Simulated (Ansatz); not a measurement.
The system is TaWC2.

```
CELL_PARAMETERS angstrom
1.57186 0.90751 5.10162
-1.57186 0.90751 5.10162
0.00000 -1.81502 5.10162
ATOMIC_POSITIONS crystal
W 0.00000 0.00000 0.00000
Ta 0.50000 0.50000 0.50000
C 0.25093 0.25093 0.25093
C 0.74907 0.74907 0.74907
```

The cell comes from a database or a generator and needn't be the stable form of this composition.

```yaml
Program: Ansatz 0.2.0
Task: relaxation of cell and atoms
Functional: PBE0
Potentials_or_basis: Ansatz PAW
Cutoff: "420 eV (not typed: the program's choice for these potentials)"
k_mesh: 6 × 6 × 6
Occupations: fermi-dirac, width 0.05 eV
Spin: no spin polarisation
```

At the start: volume 10.92 Å³/atom.

Where does the relaxation end?

It ends after 8 steps and the volume is 10.60 Å³/atom (-2.9 %); space group R-3m (No. 166, to 0.05 Å).

The path:
```csv
step,energy change (eV),largest force (eV/Å),volume (Å³)
1,0.0000,0.0744,43.66
2,-0.0287,0.0740,41.63
3,-0.0451,0.0428,42.45
4,-0.0454,0.0430,42.41
5,-0.0455,0.0007,42.42
6,-0.0435,0.0006,42.42
7,-0.0435,0.0001,42.41
8,-0.0435,0.0001,42.41
```

Final structure:
```
W Ta C
1.0
     1.55325    0.89677    5.07475
    -1.55325    0.89677    5.07475
     0.00000   -1.79354    5.07475
W Ta C
1 1 2
Direct
  0.00000 0.00000 0.00000
  0.50000 0.50000 0.50000
  0.25129 0.25129 0.25129
  0.74871 0.74871 0.74871
```

Caveat: the k mesh is coarse (spacing up to 0.39 Å⁻¹), so the values aren't converged, least of all with exact exchange; the plane-wave basis is chosen anew once the cell has moved, so the energies of steps on either side of that aren't comparable; the PAW data sets come from PBE, with cores solved anew for the run's functional, which leaves a small shift of forces and pressure.
